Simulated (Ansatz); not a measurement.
# Cu: the cost of one run

Program: the Python package of Ansatz 0.2.0. The levels of theory stand in the script. These are calculated values, not measurements.

This is Cu in the hcp structure; at room conditions it is fcc.

**1. Starting point**

Symmetry: P6_3/mmc, No. 194, hexagonal system. The conventional cell has a = 2.534 Å, b = 2.534 Å, c = 4.113 Å, α = 90.00°, β = 90.00°, γ = 120.00°. Cu (site symmetry -6m2) has 12 Cu at 2.52 to 2.53 Å as nearest neighbours.

The script reads cu.cif:

```cif
data_Cu
_cell_length_a 2.534097
_cell_length_b 2.534097
_cell_length_c 4.112571
_cell_angle_alpha 90.00000
_cell_angle_beta 90.00000
_cell_angle_gamma 120.00000
_symmetry_space_group_name_H-M 'P 1'
_symmetry_Int_Tables_number 1
loop_
_symmetry_equiv_pos_as_xyz
'x, y, z'
loop_
_atom_site_label
_atom_site_type_symbol
_atom_site_fract_x
_atom_site_fract_y
_atom_site_fract_z
Cu1 Cu    0.333333    0.666667    0.250000
Cu2 Cu    0.666667    0.333333    0.750000
```

**2. The script**

paw_lapw_cu.py

```python
# -*- coding: utf-8 -*-
"""PAW against all-electron LAPW for Cu."""

import ansatz as az
from ase.io import read
import numpy as np
from tabulate import tabulate

config = {
    "xc": "lda",
    "mesh": (12, 12, 7),
}


def count_gap(report):
    # lowest empty less highest filled band, counting bands; zero where they overlap
    return max(report.get("gap_by_band_count_ev") or 0.0, 0.0)

atoms = read("cu.cif")
xtal = az.Crystal.from_ase(atoms)

model = (
    xtal.calculation()
    .functional(config["xc"])
    .kpoints(mesh=config["mesh"])
    .occupations(az.OccupationsMethod.COLD)
    .stress()  # positive in compression
    .forces()
    .band_table()  # levels at the mesh points
)
variants = {
    "PAW": model.pseudopotentials("paw"),
    "LAPW": model.pseudopotentials("all_electron", lapw=True),
}
# totals differ by the cores that each treatment holds, so compare what does not depend on them
rows = []
for label, variant in variants.items():
    summary = variant.run().report
    levels = np.array(summary["eigenvalues_ev"][0]) - summary["fermi_energy_ev"]
    print(label, "levels at the first k-point near E_F:", np.round(levels[np.abs(levels) < 5], 3))
    rows.append((label, summary["n_electrons"], np.trace(summary["stress_gpa"]) / 3, count_gap(summary)))
print(tabulate(rows, headers=["treatment", "electrons in bands", "P GPa", "gap by band count eV"], floatfmt=".4f", tablefmt="github"))
```

**3. What the engine is handed**

The package turns the script's settings into the engine's input (first run):

```yaml
crystal:
  lattice:
    - [2.534097, 0.0, 0.0]
    - [-1.2670484999999994, 2.194592377653935, 0.0]
    - [0.0, 0.0, 4.112571]
  atoms:
    - { symbol: Cu, position: [0.33333299999999993, 0.6666669999999999, 0.25] }
    - { symbol: Cu, position: [0.666667, 0.333333, 0.75] }
kpoints:
  mp_grid:
    grid: [12, 12, 7]
hamiltonian:
  xc: lda
  pseudopotentials:
    kind: paw
scf:
  occupations:
    method: cold
output:
  forces: true
  stress: true
  eigenvalues: true
```

**4. Launch**

Launch:

```
> python paw_lapw_cu.py
```

Q: Estimate wall time and peak memory on 1 thread of Arm Neoverse V2, shared host.

About 22 s, with a peak of 0.61 GiB.
